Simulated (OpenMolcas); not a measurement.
# GeH4O2 (SMILES [OH][GeH2][OH]), step by step

We compute a single-point energy (HF/ANO-RCC-MB), then the energy (CASSCF(2,2)/ANO-RCC-VDZP), then the energy along one coordinate (CASPT2(2,2)/ANO-RCC-VDZP), then an energy scan (SC-NEVPT2(2,2)/ANO-RCC-VDZP), then the energy along one coordinate (MC-PDFT[tPBE](2,2)/ANO-RCC-VDZP) of GeH4O2. 

Program for the calculation: OpenMolcas 26.06.

## (1) The structure to begin with

GeH4O2 has 7 atoms, charge 0, and is taken as a singlet. SMILES: `[OH][GeH2][OH]`. The shape is that of a PBE0-D4/def2-TZVP optimisation. This is one conformer, not always the lowest.

Bond lengths: O1–Ge2 1.776 Å, Ge2–O3 1.773 Å, O1–H4 0.959 Å, Ge2–H5 1.543 Å, Ge2–H6 1.525 Å, O3–H7 0.959 Å. Angles: O1–Ge2–O3 110.8°, O1–Ge2–H5 108.6°, O1–Ge2–H6 106.6°, O3–Ge2–H5 109.7°, O3–Ge2–H6 104.9°, Ge2–O1–H4 113.3°, Ge2–O3–H7 113.6°, H5–Ge2–H6 116.1°.

## (2) The energy at HF/ANO-RCC-MB (DKH2) (run 1)

Input file struct.xyz:

```xyz
7

O     -1.491300    -0.416000    -0.173900
Ge     0.023500     0.377000     0.305300
O      1.347400    -0.798900     0.400600
H     -1.634900    -0.418700    -1.122100
H      0.363400     1.460500    -0.739100
H     -0.172500     0.863100     1.737300
H      1.625600    -1.135200    -0.453800
```

Input file step1.inp:

```
&GATEWAY
 Coord=struct.xyz
 Basis=ANO-RCC-MB
 Group=NoSym

&SEWARD

&SCF
 PrOrbitals=0

&LOCALISATION
 Occupied
 Freeze
 Pipek-Mezey

&LOCALISATION
 FileOrb=$Project.LocOrb
 Virtual
 Pipek-Mezey
```

The run is started by

```bash
$ export MOLCAS_MEM=1860
$ pymolcas step1.inp > step1.log
```

Log:

```text
--- Start Module: gateway ---
[...]
--- Stop Module: gateway /rc=_RC_ALL_IS_WELL_ ---
[...]
      Basis functions           32
[...]
       Convergence after   9 Iterations
[...]
::    Total SCF energy                              -2249.0147630655
[...]
      Total spin, S                                     0.0000000000
[...]
      Total electronic charge=   52.000000
      Total            charge=   -0.000000
[...]
      Dipole Moment (debye):
      Origin of the operator (angstrom)=   -0.0035    0.0838    0.2330
                   X=  4.2953E-01               Y=  1.4423E+00               Z= -2.6320E+00           Total=  3.0319E+00
      Quadrupole Moment (debye*angstrom):
[...]
--- Start Module: localisation ---
[...]
--- Stop Module: localisation /rc=_RC_ALL_IS_WELL_ ---
--- Start Module: localisation ---
[...]
--- Stop Module: localisation /rc=_RC_ALL_IS_WELL_ ---
[...]
```

Wall time 6.3 s (1 thread of AMD EPYC 7R43 (Zen 3), shared host); peak memory 0.41 GiB.

## (3) The energy at CASSCF(2,2)/ANO-RCC-VDZP (DKH2, RICD fitting) (run 2)

struct.xyz is that of step 2.

Input file step2.input:

```
&GATEWAY
 Coord
 struct.xyz
 Basis
 ANO-RCC-MB
 Group
 NoSym

&SEWARD

&RASSCF
 FileOrb
 $CurrDir/step1.LocOrb
 Alter
 2
 1 20 26
 1 27 32
 Spin
 1
 Nactel
 2 0 0
 Inactive
 25
 Ras2
 2
 OrbListing
 Nothing
>>> COPY $Project.RunFile RUNFIL1
>>> COPY $Project.RasOrb INPORB

&GATEWAY
 Coord
 struct.xyz
 Basis
 ANO-RCC-VDZP
 Group
 NoSym
 RICD

&SEWARD
>>> COPY $Project.RunFile RUNFIL2

&EXPBAS

&RASSCF
 FileOrb
 $Project.ExpOrb
 Spin
 1
 Nactel
 2 0 0
 Inactive
 25
 Ras2
 2
 OrbListing
 Nothing
```

The run is started by

```bash
$ export MOLCAS_MEM=1860
$ pymolcas step2.input > step2.log
```

Log:

```text
--- Start Module: gateway ---
[...]
      Basis functions           32
[...]
      Number of active orbitals                  2
[...]
      Spin quantum number                      0.0
[...]
      Active orbitals                            2
[...]
      Number of CSFs                             3
[...]
      Number of root(s) required                 1
[...]
      Convergence after 12 iterations
[...]
      printout of CI-coefficients larger than  0.05 for root  1
      energy=   -2249.033304
      conf/sym  11     Coeff  Weight
             1  20   0.99465 0.98932
             3  02  -0.10335 0.01068
      Natural orbitals and occupation numbers for root  1
      sym 1:   1.978638   0.021362
      ************************************************************************************************************************
      *                                                    Final results                                                     *
[...]
::    RASSCF root number  1 Total energy:  -2249.03330366
[...]
      Basis functions           75
[...]
      Convergence after 17 iterations
[...]
      Natural orbitals and occupation numbers for root  1
      sym 1:   1.980887   0.019113
      ************************************************************************************************************************
      *                                                    Final results                                                     *
[...]
::    RASSCF root number  1 Total energy:  -2249.28824491
[...]
      Total electronic charge=   52.000000
      Total            charge=   -0.000000
[...]
      Dipole Moment (debye):
      Origin of the operator (angstrom)=   -0.0035    0.0838    0.2330
                   X=  4.5134E-01               Y=  1.6465E+00               Z= -2.4373E+00           Total=  2.9758E+00
      Quadrupole Moment (debye*angstrom):
[...]
```

It took 15 s on 1 thread of AMD EPYC 7R43 (Zen 3), shared host; peak memory 0.41 GiB.

## (4) An energy scan at CASPT2(2,2)/ANO-RCC-VDZP (DKH2, RICD fitting, ipea shift 0.25 Eh, pt2 variant SS) (run 3)

Input file step3.input:

```
>>> COPY $CurrDir/step2.RasOrb $Project.RasOrb
>>> ForEach K in (1, 2, 3, 4, 5, 6, 7, 8, 9)

&GATEWAY
 COORD = $CurrDir/point$K.xyz
 BASIS = ANO-RCC-VDZP
 GROUP = NoSym
 RICD

&SEWARD

&RASSCF
 FILEORB = $Project.RasOrb
 SPIN = 1
 NACTEL = 2 0 0
 INACTIVE = 25
 RAS2 = 2
 ORBLISTING = Nothing

&CASPT2
 IMAGINARY = 0.2
 FROZEN = 11
>>> EndDo
```

The run is started by

```bash
$ export MOLCAS_MEM=1860
$ pymolcas step3.input > step3.log
```

Log:

```text
[...]
      Basis functions           75
[...]
      Number of active orbitals                  2
[...]
      Spin quantum number                      0.0
[...]
      Active orbitals                            2
[...]
      Number of CSFs                             3
[...]
      Number of root(s) required                 1
[...]
      Convergence after 13 iterations
[...]
      printout of CI-coefficients larger than  0.05 for root  1
      energy=   -2249.275421
      conf/sym  11     Coeff  Weight
             1  20   0.99681 0.99362
             3  02  -0.07987 0.00638
      Natural orbitals and occupation numbers for root  1
      sym 1:   1.987242   0.012758
      ************************************************************************************************************************
      *                                                    Final results                                                     *
[...]
::    RASSCF root number  1 Total energy:  -2249.27542060
[...]
::    CASPT2 Root  1     Total energy:  -2249.93243944
[...]
      Convergence after 13 iterations
[...]
      Natural orbitals and occupation numbers for root  1
      sym 1:   1.980889   0.019111
      ************************************************************************************************************************
      *                                                    Final results                                                     *
[...]
      Convergence after 13 iterations
[...]
      Convergence after 14 iterations
[...]
      Convergence after 17 iterations
[...]
::    RASSCF root number  1 Total energy:  -2249.13231157
[...]
::    CASPT2 Root  1     Total energy:  -2249.76781484
[...]
      Convergence after 17 iterations
[...]
::    RASSCF root number  1 Total energy:  -2249.12645412
[...]
      Reference weight:           0.85782
[...]
::    CASPT2 Root  1     Total energy:  -2249.75855739
[...]
```

It took 91 s on 1 thread of AMD EPYC 7R43 (Zen 3), shared host; peak memory 0.24 GiB.

The scan, from its lowest point:

```
H4–O1 (Å)  energy (kJ/mol)
    0.863             36.9
    0.959              0.0
    1.055             14.6
    1.199             80.3
    1.391            189.9
    1.630            310.9
    1.918            408.6
    2.302            469.2
    2.877            493.5
```

## (5) The energy along one coordinate at SC-NEVPT2(2,2)/ANO-RCC-VDZP (DKH2, RICD fitting, pt2 variant SC-NEVPT2) (run 4)

Input file step4.inp:

```
* GeH4O2 NEVPT2
>>> EXPORT MOLCAS_PRINT=2
>>> COPY $CurrDir/step2.RasOrb $Project.RasOrb
>>> ForEach K in (1, 2, 3, 4, 5, 6, 7, 8, 9)
&GATEWAY
Coord=$CurrDir/point$K.xyz
Basis=ANO-RCC-VDZP
Group=NoSym
RICD
&SEWARD
&RASSCF
FileOrb=$Project.RasOrb
Spin=1
Nactel=2 0 0
Inactive=25
Ras2=2
OrbListing=Nothing
&CASPT2
SC-NEVPT2
Frozen=11
>>> EndDo
```

The run is started by

```bash
$ export MOLCAS_MEM=1860
$ pymolcas step4.inp > step4.log
```

Log:

```text
--- Start Module: gateway ---
[...]
      Basis functions           75
[...]
      Number of active orbitals                  2
[...]
      Spin quantum number                      0.0
[...]
      Active orbitals                            2
[...]
      Number of CSFs                             3
[...]
      Number of root(s) required                 1
[...]
      Convergence after 13 iterations
[...]
      printout of CI-coefficients larger than  0.05 for root  1
      energy=   -2249.275421
      conf/sym  11     Coeff  Weight
             1  20   0.99681 0.99362
             3  02  -0.07987 0.00638
      Natural orbitals and occupation numbers for root  1
      sym 1:   1.987242   0.012758
      ************************************************************************************************************************
      *                                                    Final results                                                     *
[...]
::    RASSCF root number  1 Total energy:  -2249.27542060
[...]
::    SC-NEVPT2 Root  1     Total energy:  -2249.93194629
[...]
      Convergence after 13 iterations
[...]
      Natural orbitals and occupation numbers for root  1
      sym 1:   1.980889   0.019111
      ************************************************************************************************************************
      *                                                    Final results                                                     *
[...]
      Convergence after 13 iterations
[...]
      Convergence after 14 iterations
[...]
      Convergence after 17 iterations
[...]
::    RASSCF root number  1 Total energy:  -2249.13231157
[...]
::    SC-NEVPT2 Root  1     Total energy:  -2249.76369003
[...]
      Convergence after 17 iterations
[...]
::    RASSCF root number  1 Total energy:  -2249.12645412
[...]
::    SC-NEVPT2 Root  1     Total energy:  -2249.75459353
[...]
```

Wall time 91 s (1 thread of AMD EPYC 7R43 (Zen 3), shared host); peak memory 0.24 GiB.

The scan, from its lowest point:

```
H4–O1 (Å)  energy (kJ/mol)
    0.863             40.1
    0.959              0.0
    1.055             11.9
    1.199             75.5
    1.391            187.1
    1.630            314.9
    1.918            419.2
    2.302            481.8
    2.877            505.7
```

## (6) The energy along one coordinate at MC-PDFT[tPBE](2,2)/ANO-RCC-VDZP (DKH2, RICD fitting) (run 5)

Input file step5.inp:

```
>>> COPY $CurrDir/step2.RasOrb $Project.RasOrb
>>> ForEach K in (1, 2, 3, 4, 5, 6, 7, 8, 9)

&GATEWAY
 Coord = $CurrDir/point$K.xyz
 Basis = ANO-RCC-VDZP
 Group = NoSym
 RICD

&SEWARD

&RASSCF
 FileOrb = $Project.RasOrb
 Spin = 1
 Nactel = 2 0 0
 Inactive = 25
 Ras2 = 2
 OrbListing = Nothing

&MCPDFT
 KSDFT = T:PBE
>>> EndDo
```

The run is started by

```bash
$ export MOLCAS_MEM=1860
$ pymolcas step5.inp > step5.log
```

Log:

```text
--- Start Module: gateway ---
[...]
      Basis functions           75
[...]
      Number of active orbitals                  2
[...]
      Spin quantum number                      0.0
[...]
      Active orbitals                            2
[...]
      Number of CSFs                             3
[...]
      Number of root(s) required                 1
[...]
      Convergence after 13 iterations
[...]
      printout of CI-coefficients larger than  0.05 for root  1
      energy=   -2249.275421
      conf/sym  11     Coeff  Weight
             1  20   0.99681 0.99362
             3  02  -0.07987 0.00638
      Natural orbitals and occupation numbers for root  1
      sym 1:   1.987242   0.012758
      ************************************************************************************************************************
      *                                                    Final results                                                     *
[...]
::    RASSCF root number  1 Total energy:  -2249.27542060
[...]
::    MCPDFT root number  1 Total energy:  -2251.28845993
[...]
      Convergence after 13 iterations
[...]
      Natural orbitals and occupation numbers for root  1
      sym 1:   1.980889   0.019111
      ************************************************************************************************************************
      *                                                    Final results                                                     *
[...]
      Convergence after 13 iterations
[...]
      Convergence after 14 iterations
[...]
      Convergence after 17 iterations
[...]
::    RASSCF root number  1 Total energy:  -2249.13231157
[...]
::    MCPDFT root number  1 Total energy:  -2251.11565576
[...]
      Convergence after 17 iterations
[...]
::    RASSCF root number  1 Total energy:  -2249.12645412
[...]
::    MCPDFT root number  1 Total energy:  -2251.10630996
[...]
```

Run time: 1.9 min. Hardware: 1 thread of AMD EPYC 7R43 (Zen 3), shared host; peak memory 0.24 GiB.

The scan, from its lowest point:

| H4–O1 (Å) | energy (kJ/mol) |
| --- | --- |
| 0.863 | 37.1 |
| 0.959 | 0.0 |
| 1.055 | 14.1 |
| 1.199 | 79.1 |
| 1.391 | 189.5 |
| 1.630 | 316.0 |
| 1.918 | 423.3 |
| 2.302 | 490.8 |
| 2.877 | 515.3 |

## (7) Summary of results

| quantity | value |
| --- | --- |
| run 1, HF/ANO-RCC-MB: total energy | -2249.01476 Eh |
| run 1, HF/ANO-RCC-MB: dipole moment | 3.03 D |
| run 1, HF/ANO-RCC-MB: HOMO energy | -12.86 eV |
| run 1, HF/ANO-RCC-MB: LUMO energy | 5.84 eV |
| run 1, HF/ANO-RCC-MB: HOMO–LUMO gap | 18.69 eV |
| run 2, CASSCF(2,2)/ANO-RCC-VDZP: total energy | -2249.28824 Eh |
| run 2, CASSCF(2,2)/ANO-RCC-VDZP: dipole moment (CASSCF density) | 2.98 D |
| run 3, CASPT2(2,2)/ANO-RCC-VDZP: lowest energy of the scan | -2249.94651 Eh |
| run 4, SC-NEVPT2(2,2)/ANO-RCC-VDZP: lowest energy of the scan | -2249.94721 Eh |
| run 5, MC-PDFT[tPBE](2,2)/ANO-RCC-VDZP: lowest energy of the scan | -2251.30258 Eh |

What this shows: Mulliken charges (run 2, CASSCF(2,2)/ANO-RCC-VDZP) run from -0.70 on O3 to +1.64 on Ge2; they depend strongly on the basis.
